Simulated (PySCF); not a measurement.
# [Eu(NH3)2]3+: other functionals and bases at one geometry

How far do other levels of theory move the description of [Eu(NH3)2]3+, and what does each cost? The species was built from a template and needn't be a known compound.

Method: several levels, as the steps say, no spin–orbit coupling; program: PySCF 2.14.0.

3 further runs of the same task are left out: 1 for a known fault of the program, 1 that didn't finish, 1 set aside as unsound or not needed.

**1. Starting geometry**

9 atoms, charge 3, spin multiplicity 1.

Bond lengths: Eu1–N2 2.422 Å, Eu1–N6 2.422 Å, N2–H3 1.047 Å, N2–H4 1.048 Å, N2–H5 1.048 Å, N6–H7 1.047 Å, N6–H8 1.048 Å, N6–H9 1.047 Å. Angles: N2–Eu1–N6 112.5°, Eu1–N2–H3 116.7°, Eu1–N2–H4 115.0°, Eu1–N2–H5 115.0°, H3–N2–H4 102.8°, H3–N2–H5 102.8°, H4–N2–H5 102.5°, Eu1–N6–H7 116.2°, Eu1–N6–H8 114.5°, Eu1–N6–H9 116.0°, H7–N6–H8 102.7°, H7–N6–H9 102.8°, H8–N6–H9 102.7°.

As a file:

```xyz
9
charge 3, multiplicity 1
Eu   -1.02827   -0.52144    0.00038
N     0.17367    0.08417    2.01348
H     1.07320    0.60453    1.88527
H    -0.35636    0.69584    2.67928
H     0.45595   -0.72193    2.62101
N     0.17378    0.08219   -2.01432
H     1.13246   -0.32618   -2.11985
H    -0.29855   -0.20415   -2.90493
H     0.34016    1.10589   -2.16032
```

Formal oxidation states: Eu +3. Each metal's 6 4f electrons lie in its core potential, so multiplicities, spins and levels count the valence alone. An earlier session relaxed this geometry at TPSS, Eu lcecp-1-SVP with ECP52, N def2-SVP, H def2-SVP (singlet, point group C1).

At TPSS on the finer grid: E = -147.218312 Eh, HOMO -24.28 eV, LUMO -18.80 eV, Mulliken charge on Eu1 +2.08 e, largest force component 0.017 eV/Å. 

Levels to run: HF; TPSSh; PBE0; CAM-B3LYP; TPSS, TZVP. Hardware: 2 threads of Arm Neoverse V1, shared host.

**2. HF**

File run.py (the lines that set the calculation):

```python
mol = gto.M(atom='''
Eu    -1.02827    -0.52144     0.00038
N      0.17367     0.08417     2.01348
H      1.07320     0.60453     1.88527
H     -0.35636     0.69584     2.67928
H      0.45595    -0.72193     2.62101
N      0.17378     0.08219    -2.01432
H      1.13246    -0.32618    -2.11985
H     -0.29855    -0.20415    -2.90493
H      0.34016     1.10589    -2.16032''',
    basis={'Eu': 'lcecp-1-SVP', 'N': 'def2-SVP', 'H': 'def2-SVP'},
    ecp={'Eu': 'lcecp-1-SVP'},
    charge=3, spin=0)
mf = scf.RHF(mol)
mf = mf.density_fit()  # fitting sets: Eu AutoAux, N def2-universal-JKFIT, H def2-universal-JKFIT
mf.conv_tol = 1e-08; mf.max_cycle = 55
mf.kernel(dm0)  # dm0: the density of the relaxed state
```

Command:

```sh
$ OMP_NUM_THREADS=2 python run.py
```

**3. TPSSh**

Changes to run.py (the lines that set the calculation) since step 2:

```diff
@@ -13,3 +13,4 @@
     charge=3, spin=0)
-mf = scf.RHF(mol)
+mf = dft.RKS(mol, xc='TPSSH')
+mf.grids.atom_grid = (75, 302)  # f atoms: unpruned, at least (60, 302)
 mf = mf.density_fit()  # fitting sets: Eu AutoAux, N def2-universal-JKFIT, H def2-universal-JKFIT
```

**4. PBE0**

Changes to run.py (the lines that set the calculation) since step 3:

```diff
@@ -13,3 +13,3 @@
     charge=3, spin=0)
-mf = dft.RKS(mol, xc='TPSSH')
+mf = dft.RKS(mol, xc='PBE0')
 mf.grids.atom_grid = (75, 302)  # f atoms: unpruned, at least (60, 302)
```

**5. CAM-B3LYP**

Changes to run.py (the lines that set the calculation) since step 4:

```diff
@@ -13,3 +13,3 @@
     charge=3, spin=0)
-mf = dft.RKS(mol, xc='PBE0')
+mf = dft.RKS(mol, xc='CAMB3LYP')
 mf.grids.atom_grid = (75, 302)  # f atoms: unpruned, at least (60, 302)
```

**6. TPSS, TZVP**

Basis: Eu lcecp-1-TZVP with ECP52, N def2-TZVP, H def2-TZVP. 

Changes to run.py (the lines that set the calculation) since step 5:

```diff
@@ -10,6 +10,6 @@
 H      0.34016     1.10589    -2.16032''',
-    basis={'Eu': 'lcecp-1-SVP', 'N': 'def2-SVP', 'H': 'def2-SVP'},
-    ecp={'Eu': 'lcecp-1-SVP'},
+    basis={'Eu': 'lcecp-1-TZVP', 'N': 'def2-TZVP', 'H': 'def2-TZVP'},
+    ecp={'Eu': 'lcecp-1-TZVP'},
     charge=3, spin=0)
-mf = dft.RKS(mol, xc='CAMB3LYP')
+mf = dft.RKS(mol, xc='TPSS')
 mf.grids.atom_grid = (75, 302)  # f atoms: unpruned, at least (60, 302)
@@ -17,2 +17,2 @@
 mf.conv_tol = 1e-08; mf.max_cycle = 55
-mf.kernel(dm0)  # dm0: the density of the relaxed state
+mf.kernel(dm0)  # dm0: free metal ions and neutral atoms
```

What does the calculation give? Wanted: for each run, HOMO; gap; charge on Eu1; dipole; largest force.

The runs gave:

| level | state | HOMO (eV) | gap (eV) | charge on Eu1 (e) | dipole (D) | largest force (eV/Å) | basis functions | time |
| --- | --- | --- | --- | --- | --- | --- | --- | --- |
| TPSS (relaxed here) | singlet | -24.28 | 5.48 | 2.08 | 3.53 | 0.02 | 91 | 50 s |
| HF | singlet | -29.21 | 14.51 | 2.35 | 2.66 | 1.05 | 91 | 2 s |
| TPSSh | singlet | -24.85 | 6.43 | 2.12 | 3.42 | 0.14 | 91 | 7.6 s |
| PBE0 | singlet | -25.66 | 7.63 | 2.13 | 3.39 | 0.27 | 91 | 5 s |
| CAM-B3LYP | singlet | -27.03 | 9.95 | 2.13 | 3.25 | 0.23 | 91 | 6.4 s |
| TPSS, TZVP | singlet | -24.18 | 5.48 | 2.26 | 3.55 | 0.33 | 145 | 23 s |

Times are on 2 threads of Arm Neoverse V1, shared host; the first row also made further properties. The dipole of a charged species depends on the origin, so these sizes hold for this origin alone.

In one basis the HOMO–LUMO gap runs from 5.48 eV (TPSS) to 14.51 eV (HF). The largest leftover force, 1.05 eV/Å with HF, stands at a geometry relaxed at another level. The Mulliken charge on Eu spans +2.08 to +2.35 e over the levels. With 4f in the core, its levels are missing from HOMO and gap. Total energies of different levels can't be compared. Spin–orbit coupling is left out throughout.
